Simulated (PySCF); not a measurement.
**quartet BHBr: levels of theory compared**

Wanted: a comparison of 6 runs (UB3LYP/STO-3G, UM06-2X/STO-3G, UPBE/STO-3G, UPBE0/STO-3G, UMP2/STO-3G, NEVPT2(5,5)/STO-3G) of quartet BHBr. 

Program for the calculation: PySCF 2.14.0.

19 further runs of the same task are left out: 8 that didn't finish, 11 set aside as unsound or not needed.

## (1) The system as given

BHBr has 3 atoms, charge 0, and is taken as a quartet. As SMILES of the parent species, `[BH]Br`. Geometry: relaxed at PBE0-D4/def2-TZVP. That shape belongs to the parent species and isn't relaxed for this state.

Bond lengths: B1–Br2 1.868 Å, B1–H3 1.193 Å. Angles: Br2–B1–H3 123.6°.

## (2) A single-point energy at UB3LYP/STO-3G (run 1)

job.py reads:

```python
from pyscf import gto, dft

system = gto.Mole()
system.atom = '''
B   -0.094500  -0.523000  -0.115700
Br   1.181000   0.563200   0.709800
H   -1.097400  -0.105000  -0.607300
'''
system.max_memory = 1860
system.verbose = 3
system.basis = 'sto-3g'
system.spin = 3
system.build()

mf = dft.UKS(system)
mf.xc = 'b3lyp'
mf.conv_tol = 1e-10
mf.grids.level = 5
mf.kernel()
if not mf.converged:
    mf = mf.newton().run(mf.mo_coeff, mf.mo_occ)

etot = mf.e_tot
print('Final energy', etot)
```

On the command line:

```
$ OMP_NUM_THREADS=1 python job.py
```

Standard output:

```text
WARN: HOMO -0.123115160125719 >= LUMO -0.489949444006523

WARN: HOMO -0.0461022958779558 >= LUMO -0.1497148244845

WARN: HOMO -0.00342254393652153 >= LUMO -0.192899707695127

WARN: HOMO -0.00473345466805852 >= LUMO -0.186858932766661

WARN: HOMO -0.000661395461801662 >= LUMO -0.186618365551671

WARN: HOMO -0.000728750528917854 >= LUMO -0.186827994657423

WARN: HOMO -0.000429862916415558 >= LUMO -0.186881280475072

WARN: HOMO -0.000406216774435086 >= LUMO -0.186888365699898

WARN: HOMO -0.000403269711058751 >= LUMO -0.186888429516703

WARN: HOMO -0.000403694789544495 >= LUMO -0.186887943648156

WARN: HOMO -0.000403390823077054 >= LUMO -0.186888085032481

converged SCF energy = -2570.83430298406  <S^2> = 3.7507972  2S+1 = 4.0003986
Final energy -2570.8343029840617
```

Run time: 4.2 s. Hardware: 1 thread of Arm Neoverse V1, shared host; peak memory 0.21 GiB.

## (3) A single-point energy at UM06-2X/STO-3G (run 2)

input.py reads:

```python
from pyscf import gto, dft

mol = gto.M(
    atom='B -0.094500 -0.523000 -0.115700; Br 1.181000 0.563200 0.709800; H -1.097400 -0.105000 -0.607300',
    basis='sto-3g',
    spin=3,
    max_memory=1860,
    charge=0,
    verbose=4,
)

mf = dft.UKS(mol)
mf.xc = 'm06-2x'
mf.conv_tol = 1e-10
mf.grids.level = 5
mf.kernel()
if not mf.converged:
    mf = mf.newton().run(mf.mo_coeff, mf.mo_occ)

etot = mf.e_tot
print('E(%s) = %.9f' % ('M06-2X', etot))
```

On the command line:

```
$ OMP_NUM_THREADS=1 python input.py
```

Standard output:

```text
PySCF version 2.14.0

[INPUT] num. atoms = 3
[INPUT] num. electrons = 41
[INPUT] charge = 0
[INPUT] spin (= nelec alpha-beta = 2S) = 3
[INPUT] symmetry False subgroup None
[INPUT] Mole.unit = angstrom
[INPUT] Symbol           X                Y                Z      unit          X                Y                Z       unit  Magmom
[INPUT]  1 B     -0.094500000000  -0.523000000000  -0.115700000000 AA   -0.178579118771  -0.988326763148  -0.218641312612 Bohr   0.0
[INPUT]  2 Br     1.181000000000   0.563200000000   0.709800000000 AA    2.231766553111   1.064293753355   1.341327603216 Bohr   0.0
[INPUT]  3 H     -1.097400000000  -0.105000000000  -0.607300000000 AA   -2.073785449098  -0.198421243079  -1.147630675448 Bohr   0.0

nuclear repulsion = 58.6237283812187
number of shells = 12
number of NR pGTOs = 72
number of NR cGTOs = 24
basis = sto-3g
ecp = {}

[... 35 lines left out ...]
[... the frontier-level lines of each cycle are left out ...]
[... 5 lines left out ...]
[... 5 lines left out ...]
[... 5 lines left out ...]
[... 5 lines left out ...]
[... 5 lines left out ...]
[... 5 lines left out ...]
[... 5 lines left out ...]
[... 5 lines left out ...]

cycle= 9 E= -2570.86462850372  delta_E= -6.64e-08  |g|= 3.09e-05  |ddm|= 0.00108


cycle= 10 E= -2570.86462850784  delta_E= -4.12e-09  |g|= 4.73e-06  |ddm|= 0.000284


cycle= 11 E= -2570.86462850798  delta_E= -1.43e-10  |g|= 2.1e-06  |ddm|= 5.64e-05


cycle= 12 E= -2570.864628508  delta_E= -1.86e-11  |g|= 1.15e-06  |ddm|= 1.59e-05


Extra cycle  E= -2570.86462850801  delta_E= -1.32e-11  |g|= 9.69e-07  |ddm|= 9.21e-06
converged SCF energy = -2570.86462850801  <S^2> = 3.7518883  2S+1 = 4.000944
E(M06-2X) = -2570.864628508
```

Wall time 6.6 s (1 thread of Arm Neoverse V1, shared host); peak memory 0.22 GiB.

Runs 3 to 4 aren't shown in full; the table further down has their settings and results.

## (4) A single-point energy at UMP2/STO-3G (run 5)

input.py reads:

```python
from pyscf import gto, mp

mol = gto.M(
    atom='B -0.094500 -0.523000 -0.115700; Br 1.181000 0.563200 0.709800; H -1.097400 -0.105000 -0.607300',
    spin=3,
    verbose=3,
    charge=0,
    max_memory=1860,
    basis='sto-3g',
)

myscf = mol.UHF()
myscf.conv_tol = 1e-10
myscf.kernel()
if not myscf.converged:
    myscf = myscf.newton().run(myscf.mo_coeff, myscf.mo_occ)

pt = mp.MP2(myscf, frozen=10).run()
etot = pt.e_tot
print('Final energy', etot)
```

On the command line:

```
$ OMP_NUM_THREADS=1 python input.py
```

Standard output:

```text
WARN: HOMO 0.0407023193055075 >= LUMO -0.542124079207462

converged SCF energy = -2569.3613354493  <S^2> = 3.7542989  2S+1 = 4.0021489
E(UMP2) = -2569.37994023165  E_corr = -0.0186047823409834
E(SCS-UMP2) = -2569.3826528173  E_corr = -0.0213173679982291
Final energy -2569.3799402316454
```

Run time: 0.76 s. Hardware: 1 thread of Arm Neoverse V1, shared host; peak memory 0.12 GiB.

## (5) The energy at NEVPT2(5,5)/STO-3G (run 6)

input.py reads:

```python
import numpy
from pyscf import gto, scf, mp, mcscf, mrpt

system = gto.Mole()
system.atom = '''
B     -0.178579    -0.988327    -0.218641
Br     2.231767     1.064294     1.341328
H     -2.073785    -0.198421    -1.147631
'''
system.basis = 'sto-3g'
system.unit = 'bohr'
system.max_memory = 1860
system.verbose = 4
system.spin = 3
system.build()

mf = system.ROHF()
mf.conv_tol = 1e-10
mf.kernel()
if not mf.converged:
    mf = mf.newton().run(mf.mo_coeff, mf.mo_occ)

pt = mp.MP2(scf.addons.convert_to_uhf(mf)).run()
noons, natorbs = mcscf.addons.make_natural_orbitals(pt)
print('natural occupations', numpy.round(noons[:40], 4))
cas = mcscf.CASSCF(mf, 5, 5)
cas.fix_spin_(ss=3.75)
cas.natorb = True
cas.kernel(natorbs)
e_pt2 = mrpt.NEVPT(cas).kernel()
energy = cas.e_tot + e_pt2
print(f'total energy: {energy:.8f} hartree')
```

On the command line:

```
$ OMP_NUM_THREADS=1 python input.py
```

Standard output:

```text
PySCF version 2.14.0

[INPUT] num. atoms = 3
[INPUT] num. electrons = 41
[INPUT] charge = 0
[INPUT] spin (= nelec alpha-beta = 2S) = 3
[INPUT] symmetry False subgroup None
[INPUT] Mole.unit = bohr
[INPUT] Symbol           X                Y                Z      unit          X                Y                Z       unit  Magmom
[INPUT]  1 B     -0.094499937149  -0.523000125337  -0.115699834573 AA   -0.178579000000  -0.988327000000  -0.218641000000 Bohr   0.0
[INPUT]  2 Br     1.181000236483   0.563200130519   0.709800209969 AA    2.231767000000   1.064294000000   1.341328000000 Bohr   0.0
[INPUT]  3 H     -1.097399762348  -0.104999871368  -0.607300171745 AA   -2.073785000000  -0.198421000000  -1.147631000000 Bohr   0.0

nuclear repulsion = 58.6237201454069
number of shells = 12
number of NR pGTOs = 72
number of NR cGTOs = 24
basis = sto-3g
ecp = {}

[... 47 lines left out ...]
converged SCF energy = -2569.36017856667
[... 33 lines left out ...]
sorting_mo_energy = False
[... 20 lines left out ...]
1-step CASSCF converged in   3 macro ( 24 JK   7 micro) steps
[... 2 lines left out ...]
Natural orbital (expansion on meta-Lowdin AOs) in CAS space
[... 12 lines left out ...]
CASSCF energy = -2569.37808069837
[... 2 lines left out ...]
******** <class 'pyscf.mrpt.nevpt2.NEVPT'> ********
NEVPT2 (4e+1e, 5o), ncore = 18, nvir = 1
root = 0
Natural occ [1.97704661 1.00088252 1.         0.99905378 0.02301709]
Natural orbital (expansion on meta-Lowdin AOs) in CAS space
               #1        #2        #3        #4        #5
0 B 1s           0.00662  -0.00498   0.00000   0.01089   0.01126
0 B 2s          -0.46263   0.25233  -0.00000  -0.57788  -0.47074
0 B 2px          0.39935   0.00704  -0.46845  -0.24324   0.40047
[... 20 lines of this table left out ...]
2 H 1s          -0.71959   0.13421   0.00000   0.13994   0.65882
<CAS-nat-orb|mo-hf>  19     17       0.48058011
<CAS-nat-orb|mo-hf>  19     19      -0.87387300
<CAS-nat-orb|mo-hf>  20     20      -0.97882013
<CAS-nat-orb|mo-hf>  21     22       0.99999933
<CAS-nat-orb|mo-hf>  22     21      -0.97878220
<CAS-nat-orb|mo-hf>  23     24       0.91733481
Sr    (-1)',   E = -0.00074979940625
Si    (+1)',   E = -0.00063734858659
Sijrs (0)  ,   E = -0.00257219440920
Sijr  (+1) ,   E = -0.00120447920186
Srsi  (-1) ,   E = -0.00010270051583
Srs   (-2) ,   E = -0.00038134280922
Sij   (+2) ,   E = -0.00031165641641
Sir   (0)' ,   E = -0.00291007680605
Nevpt2 Energy = -0.008869598151419
total energy: -2569.38695030 hartree
```

It took 1 s on 1 thread of Arm Neoverse V1, shared host; peak memory 0.12 GiB.

## (6) The series

| run | level | integration grid | frozen core orbitals | energy (Eh) | dipole moment (D) of the reference | HOMO energy (eV) | ⟨S²⟩ | wall time |
| --- | --- | --- | --- | --- | --- | --- | --- | --- |
| 1 | UB3LYP/STO-3G | 5 | – | -2570.834303 | 2.42 | -0.01 | 3.751 | 4.2 s |
| 2 | UM06-2X/STO-3G | 5 | – | -2570.864629 | 2.60 | -1.38 | 3.752 | 6.6 s |
| 3 | UPBE/STO-3G | 5 | – | -2570.363524 | 2.15 | – | 3.751 | 4.2 s |
| 4 | UPBE0/STO-3G | 5 | – | -2570.592048 | 2.37 | -0.40 | 3.751 | 3.9 s |
| 5 | UMP2/STO-3G | – | 10 | -2569.379940 | 3.86 | -4.09 | 3.754 | 0.76 s |
| 6 | NEVPT2(5,5)/STO-3G | – | – | -2569.386950 | 3.80 | – | – | 1 s |

## (7) Results

| quantity | value |
| --- | --- |
| run 6: total energy | -2569.38695 Eh |
| run 6: dipole moment (Hartree–Fock density) | 3.80 D |

In words: Over runs 1, 2, 3, 4 the dipole moment (its size) runs from 2.15 D (UPBE/STO-3G) to 2.60 D (UM06-2X/STO-3G). Totals of different functionals can't be ranked against each other. In runs 1, 2, 3, 4, 5, 6 the basis is minimal, so the values are rough. All runs together took 21 s, the longest 6.6 s.
